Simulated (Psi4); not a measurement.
# USVWN-RPA/def2-SVP (density fitting) run of VO2 (SMILES [O]=[V]=[O])

Aim: molecular dynamics of VO2. 

The results are computed with Psi4 1.11.

**1. Starting point**

VO2: 3 atoms, total charge 0, spin state doublet. SMILES: `[O]=[V]=[O]`. Geometry: a GFN2-xTB relaxation, a rough one for these elements and not checked as a minimum. The run starts from this shape.

Bond lengths: V1–O2 1.526 Å, V1–O3 1.526 Å. Angles: O2–V1–O3 109.9°.

**2. Molecular dynamics at USVWN-RPA/def2-SVP (density fitting)**

File o2v_ase.py:

```python
import numpy as np
from ase.calculators.psi4 import Psi4
from ase import Atoms
from ase import units
from ase.md.velocitydistribution import MaxwellBoltzmannDistribution, Stationary
from ase.md.verlet import VelocityVerlet

atoms = Atoms(['V', 'O', 'O'], positions=[
    [0.004410, -0.005750, -0.584070],
    [1.246790, -0.018680, 0.301720],
    [-1.251200, 0.024430, 0.282340],
])
calc = Psi4(atoms=atoms, method='svwn', basis='def2-SVP', memory='1600MB', num_threads=1, charge=0, multiplicity=2, label='calc', reference='uks')
atoms.calc = calc

MaxwellBoltzmannDistribution(atoms, temperature_K=1000.0, rng=np.random.default_rng(316))
Stationary(atoms)
dyn = VelocityVerlet(atoms, 0.5 * units.fs)
def show():
    ep, ek = atoms.get_potential_energy(), atoms.get_kinetic_energy()
    print(f'step {dyn.nsteps:3d}  Epot {ep:14.6f}  Ekin {ek:9.6f}  Etot {ep + ek:14.6f} eV  T {atoms.get_temperature():7.1f} K')
dyn.attach(show)
dyn.run(40)
```

The run is started by

```sh
$ python o2v_ase.py
```

calc.dat:

```text
[...]
  Running in c1 symmetry.
[...]
  Nuclear repulsion =  134.414033971129697
[...]
  Multiplicity = 2
[...]
  Nalpha       = 20
  Nbeta        = 19
[...]
    Number of basis functions: 59
[...]
   @DF-UKS iter   1: -1091.54317899117223   -3.62065e-01   1.46507e-02 DIIS/ADIIS
[...]
   @DF-UKS iter  15: -1091.85581242944045   -1.90994e-11   7.25644e-09 DIIS
[...]
   @S^2 Observed:                7.612083491E-01
[...]
    Orbital Energies [Eh]
    ---------------------
    Alpha Occupied:
       1A   -195.187311     2A    -21.817345     3A    -18.632538
       4A    -18.618901     5A    -18.446107     6A    -18.444998
       7A    -18.441606     8A     -2.527455     9A     -1.629752
      10A     -1.618529    11A     -1.607750    12A     -0.803600
      13A     -0.783351    14A     -0.356573    15A     -0.349872
      16A     -0.337945    17A     -0.311795    18A     -0.309970
      19A     -0.255094    20A     -0.191813
    Alpha Virtual:
      21A     -0.172329    22A     -0.156581    23A     -0.124832
      24A     -0.066638    25A     -0.060062    26A      0.026912
[...]
  @DF-UKS Final Energy: -1091.85581242944045
   => Energetics <=
    Nuclear Repulsion Energy =            134.4140339711296974
    One-Electron Energy =               -1770.6163920068597690
    Two-Electron Energy =                 604.3059072167450267
    DFT Exchange-Correlation Energy =     -59.9593616104555238
    Empirical Dispersion Energy =           0.0000000000000000
    VV10 Nonlocal Energy =                  0.0000000000000000
    Total Energy =                      -1091.8558124294404479
[...]
 Multipole Moments:
 ------------------------------------------------------------------------------------
     Multipole            Electronic (a.u.)      Nuclear  (a.u.)        Total (a.u.)
 ------------------------------------------------------------------------------------
 L = 1.  Multiply by 2.5417464519 to convert [e a0] to [Debye]
 Dipole X            :          0.3244783           -0.1175901            0.2068882
 Dipole Y            :         -0.2941021            0.1507725           -0.1433296
 Dipole Z            :         -3.6905764            1.8472233           -1.8433531
 Magnitude           :                                                    1.8604561
[...]
  -Total Gradient:
     Atom            X                  Y                   Z
    ------   -----------------  -----------------  -----------------
       1        0.051102664352    -0.001622724373    -0.065639070013
       2       -0.004514437002     0.000809235142     0.013479978203
       3       -0.047286109862     0.000799858223     0.052642610008
[...]
```

Run time: 77 s. Hardware: 1 thread of AMD EPYC 9R45 (Zen 5), shared host; peak memory 0.65 GiB.

The path in brief:

```
step  potential energy change (eV)  largest force (eV/Å)
   0                        0.0000                4.3816
   2                       -0.0138                4.3516
   4                        0.0056                4.9507
   6                        0.0481                5.6884
   8                        0.1004                6.2475
  10                        0.1510                6.5151
  12                        0.1935                6.5050
  14                        0.2265                6.3041
  16                        0.2521                6.0323
  18                        0.2731                5.8030
  20                        0.2912                5.6875
  22                        0.3059                5.6957
  24                        0.3149                5.7863
  26                        0.3148                5.8960
  28                        0.3024                5.9640
  30                        0.2759                5.9425
  32                        0.2359                5.7998
  34                        0.1858                5.5215
  36                        0.1323                5.1197
  38                        0.0848                4.6554
  40                        0.0540                4.2784
```

**3. Results**

Level: USVWN-RPA/def2-SVP (density fitting).

| quantity | value |
| --- | --- |
| potential energy of the last frame | -1091.85581 Eh |
